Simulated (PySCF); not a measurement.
# C4H6OSi: the cost of one run

Programs: PySCF 2.14.0, with density-fitted response routines of our own. Each step states its level of theory. These are calculated values for one molecule in the gas phase, unless marked as measured. Atoms are numbered from 0 throughout.

## 1. Starting geometry

12 atoms, charge 0, multiplicity 1; geometry from: PBE0-D3(BJ)/def2-SVP.

Bonds of the start (Å): Si0–C1 1.87, C1–C2 1.37, C2–C3 1.43, C3–C4 1.36, C4–O5 1.34, O5–C1 1.36, Si0–H6 1.49, Si0–H7 1.49, Si0–H8 1.49, C2–H9 1.09, C3–H10 1.09, C4–H11 1.09.

## 2. Nuclear shieldings: PBE0/6-31G*

Job settings and geometry (Å):

```
{"job": {"kind": "nmr", "xc": "PBE0", "basis": "6-31G*", "pop": true}, "charge": 0, "multiplicity": 1}
Si     2.092035     0.241387    -0.083704
C      0.233975     0.159637     0.061384
C     -0.611776     0.214413     1.140479
C     -1.941314     0.121247     0.630451
C     -1.808100     0.016142    -0.722783
O     -0.512166     0.037639    -1.073335
H      2.519137     1.437323    -0.870602
H      2.635768    -0.979246    -0.751380
H      2.631181     0.337410     1.304417
H     -0.311900     0.311855     2.182195
H     -2.872194     0.131225     1.193017
H     -2.525705    -0.076942    -1.534869
```

Level: GIAO PBE0/6-31G* NMR shielding, non-relativistic, gas phase.

Launch:

```sh
OMP_NUM_THREADS=1 python probes_run.py task.json out
```

This one command runs all jobs of the session in turn.

**Question.** How long does this first job take on 1 thread of Arm Neoverse V2, shared host, and how much memory does it need?

About 7.3 s, with a peak of 0.56 GiB.
